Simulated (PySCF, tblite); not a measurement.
# C4H8FPSi: infrared bands and NMR shifts

What infrared bands and NMR shifts should C4H8FPSi (`C[SiH](C)P1C=C1F`) show?

The runs use tblite 0.8.0 and PySCF 2.14.0, with density-fitted response routines of our own; the level of theory stands in each step. All values are computed, except where a source is named. Atoms count from 0, in the outputs and in this text.

## (1) The starting structure

15 atoms, charge 0, multiplicity 1; geometry from: GFN2-xTB.

Bonds of the start (Å): C0–Si1 1.91, Si1–C2 1.90, Si1–P3 2.29, P3–C4 1.88, C4–C5 1.30, C5–F6 1.32, C5–P3 1.83, C0–H7 1.09, C0–H8 1.09, C0–H9 1.09, Si1–H10 1.48, C2–H11 1.09, C2–H12 1.09, C2–H13 1.08, C4–H14 1.07.

## (2) Harmonic vibrations with GFN2-xTB

The job: settings as JSON, then the geometry in Å.

```
{"job": {"kind": "ir", "xc": "GFN2-xTB", "basis": "xTB"}, "charge": 0, "multiplicity": 1}
C     -0.488960     0.914688     1.254606
Si    -0.652128     0.021271    -0.424472
C     -1.945130    -1.371226    -0.352648
P      1.329896    -0.956478    -1.007807
C      2.431433     0.552004    -1.183386
C      2.490394     0.028873     0.005390
F      3.061787     0.159080     1.188556
H     -1.435019     1.336639     1.579314
H      0.228963     1.728199     1.189363
H     -0.144558     0.236915     2.031769
H     -1.035050     1.019712    -1.441909
H     -1.691662    -2.112632     0.399667
H     -2.011366    -1.883468    -1.307616
H     -2.929553    -0.980937    -0.116550
H      2.786540     1.315350    -1.836190
```

**Question.** This job is followed by: GIAO PBE0/pcSseg-1 NMR shielding, non-relativistic, gas phase. What will the session give for the following? strongest single infrared mode (GFN2-xTB); zero-point energy (GFN2-xTB); 13C shifts against TMS (PBE0/pcSseg-1, means over atoms taken as alike); 1H shifts against TMS (PBE0/pcSseg-1, means over atoms taken as alike); 29Si shifts against TMS (PBE0/pcSseg-1); 31P shifts against H3PO4 (PBE0/pcSseg-1); 19F shifts against CFCl3 (PBE0/pcSseg-1).

As calculated:

| quantity | value |
| --- | --- |
| strongest single infrared mode (GFN2-xTB) | 2139 cm⁻¹, 274 km/mol |
| zero-point energy (GFN2-xTB) | 65.5 kcal/mol |
| 13C shifts against TMS (PBE0/pcSseg-1, means over atoms taken as alike) | 171.1, 71.5, -3.9 ppm |
| 1H shifts against TMS (PBE0/pcSseg-1, means over atoms taken as alike) | 5.53, 4.17, 0.23 ppm |
| 29Si shifts against TMS (PBE0/pcSseg-1) | -20.8 ppm |
| 31P shifts against H3PO4 (PBE0/pcSseg-1) | -122.9 ppm |
| 19F shifts against CFCl3 (PBE0/pcSseg-1) | -136.4 ppm |

What this shows: All 39 modes are real, so the xTB geometry is a minimum. The strongest single mode, at 2139 cm⁻¹, moves mainly H10. Unscaled tight-binding wavenumbers are off by several per cent, some by more. Its intensities can rank the bands wrongly. H14 (hydrogen on an alkene CH) lies farthest downfield among hydrogen, at 5.53 ppm; a vinylic proton, deshielded by the sp2 carbon and the C=C anisotropy. At PBE0/pcSseg-1: Shielding is most anisotropic at P3 (span 741 ppm, paramagnetic term -524 ppm).
